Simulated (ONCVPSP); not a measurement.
# O: the cost of one run

Program: ONCVPSP 4.0.1. Reference atom: PBE, scalar-relativistic, spherical and spin-unpolarised. All values are calculated.

## 1. The design

The settings as typed:

```
element                 : oxygen (O, Z = 8)
type                    : optimised norm-conserving Vanderbilt (ONCV)
frozen core             : [He]
valence charge          : 6
reference configuration : 2s2 2p4
partial waves           : 2s: rc 0.70 bohr, ncon 4, nbas 7, qcut 7.6 1/bohr, local; 2p: rc 1.10 bohr, ncon 4, nbas 7, qcut 12.2 1/bohr, 1 projector; d scattering state at 0.12 Ha: rc 1.00 bohr, ncon 4, nbas 8, qcut 8.1 1/bohr, 1 projector
local potential         : the s channel
core correction         : Teter function, fcfact 3, rcfact 1.65
```

An earlier all-electron run gives the scale for the radii.

All-electron outer shells of the reference configuration (PBE, scalar-relativistic, ld1.x):

```json
{"shell": "1s", "level (eV)": "-514.70", "outermost node (bohr)": "–", "outermost maximum (bohr)": "0.13"}
{"shell": "2s", "level (eV)": "-23.96", "outermost node (bohr)": "0.28", "outermost maximum (bohr)": "0.87"}
{"shell": "2p", "level (eV)": "-9.03", "outermost node (bohr)": "–", "outermost maximum (bohr)": "0.82"}
```

## 2. The generation run

Contents of O.dat:

```
# ATOM AND REFERENCE CONFIGURATION
# atsym  z   nc   nv     iexc    psfile
  O 8.00    1    2        4      upf
#
#   n    l    f
    1    0    2.00
    2    0    2.00
    2    1    4.00
#
# PSEUDOPOTENTIAL AND OPTIMIZATION
# lmax
    2
#
#   l,   rc,      ep,       ncon, nbas, qcut
    0    0.70    0.00    4    7    7.60
    1    1.10    0.00    4    7   12.20
    2    1.00    0.12    4    8    8.10
#
# LOCAL POTENTIAL
# lloc, lpopt,  rc(5),   dvloc0
    0    5    0.70    0.00
#
# VANDERBILT-KLEINMAN-BYLANDER PROJECTORs
# l, nproj, debl
    0    0    3.60
    1    1    3.70
    2    1    1.90
#
# MODEL CORE CHARGE
# icmod, fcfact, rcfact
    3    3.00    1.65
#
# LOG DERIVATIVE ANALYSIS
# epsh1, epsh2, depsh
   -2.00    5.00    0.02
#
# OUTPUT GRID
# rlmax, drl
    6.00    0.01
#
# TEST CONFIGURATIONS
# ncnf
    4
# nvcnf
#   n    l    f
    2
    2    0    2.00
    2    1    3.00
#
    2
    2    0    2.00
    2    1    2.00
#
    2
    2    0    2.00
    2    1    1.00
#
    2
    2    0    1.00
    2    1    4.00
#
```

Launch:

```sh
$ oncvpsp.x < O.dat > O.out
```

**Question.** How long does this run take on 1 thread of AMD EPYC 7B13, shared host?

About 2.1 s.
